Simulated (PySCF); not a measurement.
**Trimethylamine Trimethylborane (C₆H₁₈BN): geometry, spin-spin couplings**

Aim: predict the spin-spin couplings of Trimethylamine Trimethylborane (C₆H₁₈BN) (`C[B-](C)(C)[N+](C)(C)C`).

The runs use PySCF 2.14.0, with density-fitted response routines of our own; the level of theory stands in each step. All values are computed, except where a source is named. Atoms count from 0, in the outputs and in this text.

### 1 Starting geometry

26 atoms, charge 0, multiplicity 1; geometry from: GFN2-xTB.

Bonds of the start (Å): C0–B1 1.63, B1–C2 1.63, B1–C3 1.63, B1–N4 1.72, N4–C5 1.46, N4–C6 1.46, N4–C7 1.46, C0–H8 1.09, C0–H9 1.09, C0–H10 1.09, C2–H11 1.09, C2–H12 1.09, C2–H13 1.09, C3–H14 1.09, C3–H15 1.09, C3–H16 1.09, C5–H17 1.09, C5–H18 1.09, C5–H19 1.09, C6–H20 1.09, C6–H21 1.09, C6–H22 1.09, C7–H23 1.09, C7–H24 1.09, C7–H25 1.09.

### 2 Optimising the geometry at PBE0-D3(BJ)/def2-SVP

The job: settings as JSON, then the geometry in Å.

```
{"job": {"xc": "PBE0", "basis": "def2-SVP", "d3": "d3bj", "grid": 1, "kind": "geom"}, "charge": 0, "multiplicity": 1}
C     -1.351416    -1.208424    -0.972878
B     -0.860388    -0.023662     0.029579
C     -1.414575     1.426062    -0.460618
C     -1.300873    -0.335211     1.565159
N      0.862116     0.029542    -0.024303
C      1.358628     1.256372     0.596304
C      1.328190    -0.008733    -1.409132
C      1.430314    -1.112384     0.689496
H     -0.849904    -2.165557    -0.824615
H     -1.261139    -0.952980    -2.027937
H     -2.408499    -1.398265    -0.798012
H     -2.489136     1.354254    -0.615713
H     -1.266606     2.222154     0.268015
H     -1.000679     1.770439    -1.409061
H     -1.121219    -1.364861     1.872134
H     -0.839262     0.313193     2.310703
H     -2.373249    -0.176561     1.659258
H      2.452038     1.251730     0.639995
H      1.032483     2.117751     0.021395
H      0.963085     1.343414     1.604545
H      1.052665    -0.954988    -1.864667
H      0.863141     0.795479    -1.972744
H      2.415456     0.104850    -1.454295
H      1.020926    -2.035161     0.287818
H      1.175198    -1.051396     1.743313
H      2.519589    -1.129204     0.586096
```

**Question.** This job is followed by: B3LYP/pcJ-0 indirect spin-spin coupling, non-relativistic, gas phase; B3LYP/6-31G* indirect spin-spin coupling, non-relativistic, gas phase. Predict these results of the whole session: point group; rotational constants (main isotopes); largest coupling of the table (B3LYP/pcJ-0); range of J(C5,H17), mean over like pairs.

The runs gave:

| quantity | value |
| --- | --- |
| point group | C3 |
| rotational constants (main isotopes) | 2.22, 1.60, 1.60 GHz |
| largest coupling of the table (B3LYP/pcJ-0) | 1J(C,H) C5–H17, 124.4 Hz |
| range of J(C5,H17), mean over like pairs | 124.4 to 152.6 Hz |

The optimisation took 8 steps and gained 0.062 eV; among the close pairs (by a distance rule), B1–N4 changed most, from 1.724 to 1.742 Å. Of the pairs tabulated at B3LYP/pcJ-0, C5–H17 (mean over like pairs) couples most strongly (124.4 Hz; Fermi contact 123.1 Hz). Couplings across rotatable bonds belong to this one conformer; where others are populated, the observed values are averages. The coupling C5–H17, as a mean over pairs of its kind, runs from 124.4 Hz (B3LYP/pcJ-0) to 152.6 Hz (B3LYP/6-31G*). Couplings from bases without tight functions are rough.
